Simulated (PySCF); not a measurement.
# [Y(BH4)2]+: a change of charge

Aim: at the relaxed geometry of [Y(BH4)2]+, try a change of charge. The structure is generated, not taken from experiment.

The runs use PySCF 2.14.0; PBE0, Y def2-SVP with ECP28, B def2-SVP, H def2-SVP; scalar-relativistic core potentials, no spin–orbit coupling.

1 further run of the same task is left out (for a known fault of the program).

## 1. The system as given

11 atoms, charge 1, spin multiplicity 1.

Bond lengths: Y1–B2 2.343 Å, Y1–H4 2.122 Å, Y1–H5 2.200 Å, Y1–H6 2.122 Å, Y1–B7 2.343 Å, Y1–H9 2.122 Å, Y1–H10 2.201 Å, Y1–H11 2.122 Å, B2–H3 1.197 Å, B2–H4 1.273 Å, B2–H5 1.263 Å, B2–H6 1.274 Å, B7–H8 1.197 Å, B7–H9 1.273 Å, B7–H10 1.263 Å, B7–H11 1.274 Å. Angles: B2–Y1–H4 32.7°, B2–Y1–H5 32.1°, B2–Y1–H6 32.7°, B2–Y1–B7 120.7°, B2–Y1–H9 99.7°, B2–Y1–H10 152.6°, B2–Y1–H11 103.3°, H4–Y1–H5 55.2°, H4–Y1–H6 55.9°, H4–Y1–B7 99.7°, H4–Y1–H9 94.3°, H4–Y1–H10 128.8°, H4–Y1–H11 73.8°, H5–Y1–H6 55.2°, H5–Y1–B7 152.6°, H5–Y1–H9 128.8°, H5–Y1–H10 175.3°, H5–Y1–H11 128.4° and more.

Geometry (Å):

```csv
atom,x (Å),y (Å),z (Å)
Y1,0.00001,-0.00009,-0.38111
B2,2.03583,-0.03134,0.77858
H3,3.03381,-0.04002,1.43871
H4,1.21893,-0.96580,1.06252
H5,2.19525,-0.12165,-0.47092
H6,1.32509,1.01511,0.92919
B7,-2.03584,0.03137,0.77853
H8,-3.03373,0.04015,1.43879
H9,-1.21880,0.96571,1.06247
H10,-2.19534,0.12174,-0.47095
H11,-1.32521,-1.01518,0.92909
```

Formal oxidation states: Y +3. An earlier session relaxed this geometry at PBE0, Y def2-SVP with ECP28, B def2-SVP, H def2-SVP (singlet, point group C2).

Its energy there is -92.459223 Eh.

## 2. One electron removed, multiplicity 2

run.py (the lines that set the calculation)

```python
mol = gto.M(atom='''
Y      0.00001    -0.00009    -0.38111
B      2.03583    -0.03134     0.77858
H      3.03381    -0.04002     1.43871
H      1.21893    -0.96580     1.06252
H      2.19525    -0.12165    -0.47092
H      1.32509     1.01511     0.92919
B     -2.03584     0.03137     0.77853
H     -3.03373     0.04015     1.43879
H     -1.21880     0.96571     1.06247
H     -2.19534     0.12174    -0.47095
H     -1.32521    -1.01518     0.92909''',
    basis={'Y': 'def2-SVP', 'B': 'def2-SVP', 'H': 'def2-SVP'},
    ecp={'Y': 'def2-SVP'},
    charge=2, spin=1)
mf = dft.UKS(mol, xc='PBE0')
mf.grids.atom_grid = (50, 194)
mf = mf.density_fit()  # fitting sets: Y def2-universal-JKFIT, B def2-universal-JKFIT, H def2-universal-JKFIT
mf.conv_tol = 1e-08; mf.max_cycle = 55
mf.kernel(dm0)  # dm0: the density of the relaxed state
```

Launch:

```
$ OMP_NUM_THREADS=2 python run.py
```

Output:

```text
init E= -92.4668078171464
  HOMO = -0.521284573853  LUMO = -0.510227828206  gap/eV = 0.30087
cycle= 1 E= -91.8393587371448  delta_E= 0.627  |g|= 0.159  |ddm|= 0.492
  HOMO = -0.764737855642  LUMO = -0.719034623368  gap/eV = 1.24365
cycle= 2 E= -91.8461339757506  delta_E= -0.00678  |g|= 0.147  |ddm|= 0.372
  HOMO = -0.724902456216  LUMO = -0.680852567147  gap/eV = 1.19866
cycle= 3 E= -91.8620713129386  delta_E= -0.0159  |g|= 0.0329  |ddm|= 0.199
  HOMO = -0.719803358053  LUMO = -0.674590006994  gap/eV = 1.23032
cycle= 4 E= -91.8628887144622  delta_E= -0.000817  |g|= 0.00875  |ddm|= 0.0554
  HOMO = -0.718762409773  LUMO = -0.673253313027  gap/eV = 1.23837
cycle= 5 E= -91.862938192315  delta_E= -4.95e-05  |g|= 0.00538  |ddm|= 0.0168
  HOMO = -0.718743213718  LUMO = -0.673091720594  gap/eV = 1.24224
cycle= 6 E= -91.8628829731839  delta_E= 5.52e-05  |g|= 0.00938  |ddm|= 0.0185
  HOMO = -0.718730218233  LUMO = -0.672894893304  gap/eV = 1.24724
cycle= 7 E= -91.8629754905175  delta_E= -9.25e-05  |g|= 0.00104  |ddm|= 0.013
  HOMO = -0.718783891926  LUMO = -0.672868761228  gap/eV = 1.24941
cycle= 8 E= -91.8629781096134  delta_E= -2.62e-06  |g|= 0.000581  |ddm|= 0.00257
  HOMO = -0.71889095264  LUMO = -0.672825389874  gap/eV = 1.25351
cycle= 9 E= -91.8629806525503  delta_E= -2.54e-06  |g|= 0.000277  |ddm|= 0.00448
  HOMO = -0.718937742126  LUMO = -0.672795460336  gap/eV = 1.25560
cycle= 10 E= -91.8629811879071  delta_E= -5.35e-07  |g|= 8.87e-05  |ddm|= 0.00244
  HOMO = -0.718955704679  LUMO = -0.672788646805  gap/eV = 1.25627
cycle= 11 E= -91.8629812329954  delta_E= -4.51e-08  |g|= 1.7e-05  |ddm|= 0.000866
  HOMO = -0.718956470929  LUMO = -0.672789287742  gap/eV = 1.25627
cycle= 12 E= -91.8629812333418  delta_E= -3.46e-10  |g|= 9.19e-06  |ddm|= 3.84e-05
  HOMO = -0.718956405597  LUMO = -0.672789107781  gap/eV = 1.25628
Extra cycle  E= -91.8629812332942  delta_E= 4.76e-11  |g|= 1.31e-05  |ddm|= 2.74e-05
converged SCF energy = -91.8629812332942  <S^2> = 0.75767581  2S+1 = 2.0076611
```

Run time: 3.2 s. Hardware: 2 threads of Arm Neoverse V1, shared host.

Result: E = -91.862981 Eh (+16.225 eV from the relaxed state), HOMO -19.56 eV, LUMO -18.31 eV (over both spins), ⟨S²⟩ = 0.758, Mulliken charge on Y1 +1.27 e. 

## 3. One electron added, multiplicity 2

run.py (the lines that set the calculation): that of step 2 with these lines changed.

```diff
@@ -14,3 +14,3 @@
     ecp={'Y': 'def2-SVP'},
-    charge=2, spin=1)
+    charge=0, spin=1)
 mf = dft.UKS(mol, xc='PBE0')
```

Launch:

```
$ OMP_NUM_THREADS=2 python run.py
```

Output:

```text
init E= -92.4657976528421
  HOMO = -0.288558086688  LUMO = -0.28272749991  gap/eV = 0.15866
cycle= 1 E= -92.6509293862916  delta_E= -0.185  |g|= 0.192  |ddm|= 1.33
  HOMO = -0.105200397298  LUMO = -0.0375501374618  gap/eV = 1.84086
cycle= 2 E= -92.6525104545245  delta_E= -0.00158  |g|= 0.208  |ddm|= 0.876
  HOMO = -0.157516315157  LUMO = -0.0749823831176  gap/eV = 2.24586
cycle= 3 E= -92.6861144479235  delta_E= -0.0336  |g|= 0.0161  |ddm|= 0.476
  HOMO = -0.164204534327  LUMO = -0.0783430790534  gap/eV = 2.33641
cycle= 4 E= -92.6864157316839  delta_E= -0.000301  |g|= 0.00987  |ddm|= 0.0866
  HOMO = -0.16560477333  LUMO = -0.0784575447181  gap/eV = 2.37140
cycle= 5 E= -92.6865704528015  delta_E= -0.000155  |g|= 0.00372  |ddm|= 0.0546
  HOMO = -0.166190384485  LUMO = -0.0783851710199  gap/eV = 2.38930
cycle= 6 E= -92.6866491525339  delta_E= -7.87e-05  |g|= 0.00244  |ddm|= 0.0455
  HOMO = -0.167024651278  LUMO = -0.0786416612817  gap/eV = 2.40502
cycle= 7 E= -92.6867213632553  delta_E= -7.22e-05  |g|= 0.00155  |ddm|= 0.0653
  HOMO = -0.16764694695  LUMO = -0.0788940154197  gap/eV = 2.41509
cycle= 8 E= -92.6867450005536  delta_E= -2.36e-05  |g|= 0.000329  |ddm|= 0.0529
  HOMO = -0.167625085032  LUMO = -0.0789669835507  gap/eV = 2.41251
cycle= 9 E= -92.6867456310922  delta_E= -6.31e-07  |g|= 7.54e-05  |ddm|= 0.00787
  HOMO = -0.167610166834  LUMO = -0.0789745934235  gap/eV = 2.41190
cycle= 10 E= -92.6867456416912  delta_E= -1.06e-08  |g|= 1.81e-05  |ddm|= 0.00059
  HOMO = -0.167628672901  LUMO = -0.078980184717  gap/eV = 2.41225
cycle= 11 E= -92.6867456429753  delta_E= -1.28e-09  |g|= 5.73e-06  |ddm|= 0.000371
  HOMO = -0.167625277876  LUMO = -0.0789783829653  gap/eV = 2.41220
Extra cycle  E= -92.6867456430357  delta_E= -6.05e-11  |g|= 3.68e-06  |ddm|= 2.62e-05
converged SCF energy = -92.6867456430357  <S^2> = 0.75098671  2S+1 = 2.0009865
```

Wall time 3 s (2 threads of Arm Neoverse V1, shared host).

It gives: E = -92.686746 Eh (-6.191 eV from the relaxed state), HOMO -4.56 eV, LUMO -2.15 eV (over both spins), ⟨S²⟩ = 0.751, Mulliken charge on Y1 +0.38 e. 

## 4. The states side by side

| state | energy from the relaxed state (eV) | ⟨S²⟩ | time |
| --- | --- | --- | --- |
| charge +1, singlet, vacuum (relaxed) | 0 | 0.00 |  |
| charge 0, doublet, vacuum | -6.19 | 0.75 | 3 s |
| charge +2, doublet, vacuum | 16.22 | 0.76 | 3.2 s |

An electron taken off or put on is at rest in vacuum. 

Removing an electron vertically costs 16.22 eV (doublet), against −HOMO = 14.12 eV. Adding an electron vertically releases 6.19 eV (doublet). The bases are small and lack diffuse functions. Spin–orbit coupling is left out.
